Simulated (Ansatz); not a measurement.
# BrClH2O2Si, SMILES O[Si](O)(Cl)Br: vertical energies of changing the electron count

With the Ansatz DFT code, driven from Python.

The script reads `brclh2o2si.xyz`:
```text
7

O    -0.56130    0.62120    1.09900
Si    0.03460    0.01890   -0.28360
O     1.46730   -0.65200    0.03520
Cl   -1.13060   -1.48000   -0.83120
Br    0.19130    1.54790   -1.85160
H    -1.46930    1.11280    0.96230
H     1.52920   -1.23680    0.82430
```

The cells in order, each with its output:

```python
import ansatz as az
```

```python
def single_point(molecule, charge=0, unpaired=0):
    calc = molecule.calculation().basis(gaussian="def2-SVPD").functional("PBE0")
    if charge:
        calc = calc.charge(charge)
    if unpaired:
        calc = calc.spin("collinear", total=unpaired)
    return calc.run(threads=1, backend="cpu").report["free_energy_ev"]
```

```python
geometry = az.Crystal.molecule_from_extxyz("brclh2o2si.xyz")

# delta-SCF style differences, no relaxation
parent = single_point(geometry, 0, 0)
cation = single_point(geometry, 1, 1)
print(f"E(N)   = {parent:.5f} eV")
print(f"E(N-1) = {cation:.5f} eV  (1 unpaired)")
print(f"vertical ionisation energy {cation - parent:.3f} eV")
anion = single_point(geometry, -1, 1)
print(f"E(N+1) = {anion:.5f} eV  (1 unpaired)")
print(f"vertical electron affinity {parent - anion:.3f} eV" + ("" if anion < parent else " (unbound in this basis)"))
print(f"fundamental gap IP - EA = {cation + anion - 2 * parent:.3f} eV")
```

    E(N)   = -94541.10854 eV
    E(N-1) = -94530.11725 eV  (1 unpaired)
    vertical ionisation energy 10.991 eV
    E(N+1) = -94540.48649 eV  (1 unpaired)
    vertical electron affinity -0.622 eV (unbound in this basis)
    fundamental gap IP - EA = 11.613 eV

At this unrelaxed geometry removing an electron costs 10.99 eV and an added one is unbound in this basis (by 0.62 eV).

What to keep in mind:
- Total energies depend on the basis set; only differences at equal settings carry meaning.
- The geometry is a force-field or estimated start, not a minimum of this method, and the basis set is short of its limit. All parts are taken at fixed geometry, without zero-point energy. At an unrelaxed start these energies can be a whole eV from those at the minimum, and a small affinity can change sign.
- A negative electron affinity means that the anion is unbound here; its size hangs on the basis and tends to about zero as the basis grows, and so does its part in any gap built on it.
- Timing: 2.2 min on 1 thread of Arm Neoverse V1, on a shared host, peak memory 0.68 GiB.
